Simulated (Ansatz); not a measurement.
# CH6NOSi radical: up Jacob's ladder to CCSD(T)

One table from this session's results is given with a row withheld; the runs are named, their logs left out.

Method: functionals in def2-TZVPP, the program's frozen cores in correlated methods; program: Ansatz 0.2.0, Gaussian basis.

Plan: LDA (SPW92), PBE-D4, revPBE-D4, BLYP-D4, r2SCAN-D4, B97M-V, PBE0-D4, B3LYP-D4, r2SCANh-D4, r2SCAN0-D4, HSE06-D4, BHLYP-D4, CAM-B3LYP-D4, LC-ωPBE, ωB97X-V, ωB97M-V, B2PLYP, PBE-QIDH; CCSD(T)/def2-SVP; CCSD(T)/def2-TZVPP; MP2/def2-QZVPP; extrapolation to the limit; RPA on PBE.

## The relaxed structure

All runs share one geometry, relaxed beforehand with PBE0-D4 in a triple-zeta def2 set.

SMILES `C[SiH]([NH])O`, 10 atoms, charge 0, spin multiplicity 2.

Atoms are counted from 1 here; the program's logs count them from 0.

Bond lengths: C1–Si2 1.857 Å, C1–H5 1.092 Å, C1–H6 1.092 Å, C1–H7 1.093 Å, Si2–N3 1.747 Å, Si2–O4 1.642 Å, Si2–H8 1.496 Å, N3–H9 1.022 Å, O4–H10 0.958 Å. Angles: Si2–C1–H5 110.7°, Si2–C1–H6 111.1°, Si2–C1–H7 109.8°, H5–C1–H6 108.7°, H5–C1–H7 108.1°, H6–C1–H7 108.3°, C1–Si2–N3 114.3°, C1–Si2–O4 106.5°, C1–Si2–H8 111.4°, N3–Si2–O4 109.0°, N3–Si2–H8 104.6°, O4–Si2–H8 111.0°, Si2–N3–H9 114.1°, Si2–O4–H10 116.9°.

Set-up of the first run:

File in.yaml:

```yaml
crystal:
  periodic: [false, false, false]
  atoms:
    - {symbol: C, position_ang: [0.075618, 1.321824, 0.308134]}
    - {symbol: Si, position_ang: [-0.277069, -0.455136, -0.101768]}
    - {symbol: N, position_ang: [0.904814, -1.199257, -1.150630]}
    - {symbol: O, position_ang: [-0.310081, -1.266333, 1.325077]}
    - {symbol: H, position_ang: [1.069039, 1.426169, 0.749756]}
    - {symbol: H, position_ang: [0.021547, 1.949769, -0.583939]}
    - {symbol: H, position_ang: [-0.657185, 1.688318, 1.031144]}
    - {symbol: H, position_ang: [-1.574178, -0.600255, -0.831843]}
    - {symbol: H, position_ang: [1.061018, -0.695841, -2.025882]}
    - {symbol: H, position_ang: [-0.230426, -2.220459, 1.282953]}
basis:
  gaussian: {orbitals: def2-TZVPP}
magnetization: {spin_polarized: true, initial_magnetization: 1}
hamiltonian: {xc: lda}
output: {orbitals: {seedname: orbitals}}
```

Launch:

```sh
ansatz run in.yaml --threads 4 --pin off --events-out ev --progress --plain --max-ram 10444MiB
```

Among the steps run: LDA; PBE-D4 (GGA); revPBE-D4 (GGA); BLYP-D4 (GGA); r2SCAN-D4 (meta-GGA); B97M-V (meta-GGA); B3LYP-D4 (hybrid); r2SCANh-D4 (hybrid); r2SCAN0-D4 (hybrid); HSE06-D4 (hybrid); BHLYP-D4 (hybrid); CAM-B3LYP-D4 (range-separated); LC-ωPBE (range-separated); ωB97X-V (range-separated); ωB97M-V (range-separated); B2PLYP (double hybrid); PBE-QIDH (double hybrid).

One of the session's tables, all rows but one given; the rest of the session is left out.

It belongs to the step «Orbital energies across the functionals». 

| functional | HOMO (eV) | LUMO (eV) | gap (eV) |
| --- | --- | --- | --- |
| LDA (SPW92) | -6.37 | -5.25 | 1.12 |
| PBE-D4 | -6.34 | -4.71 | 1.63 |
| revPBE-D4 | -6.29 | -4.56 | 1.74 |
| BLYP-D4 | -6.24 | -4.69 | 1.55 |
| r2SCAN-D4 | -6.69 | -4.07 | 2.62 |
| B97M-V | -6.80 | -4.20 | 2.59 |
| PBE0-D4 | -7.86 | -3.23 | 4.63 |
| B3LYP-D4 | ? | ? | ? |
| r2SCANh-D4 | -7.25 | -3.56 | 3.69 |
| r2SCAN0-D4 | -8.09 | -2.79 | 5.30 |
| HSE06-D4 | -7.45 | -3.63 | 3.82 |
| BHLYP-D4 | -9.29 | -1.83 | 7.46 |
| CAM-B3LYP-D4 | -9.35 | -2.15 | 7.19 |
| LC-ωPBE | -10.79 | -0.63 | 10.16 |
| ωB97X-V | -10.38 | -1.09 | 9.29 |
| ωB97M-V | -10.24 | -1.20 | 9.04 |

Estimate the missing values for B3LYP-D4.

Worked estimate for «HOMO (eV)». Against the share of exact exchange, BLYP-D4 (0, -6.24), BHLYP-D4 (0.5, -9.29) give a slope of -6.10 per unit share; at 0.2 the line stands at -7.46.

As computed: HOMO (eV): -7.62; LUMO (eV): -3.72; gap (eV): 3.90. In «HOMO (eV)» the line misses by +0.16.
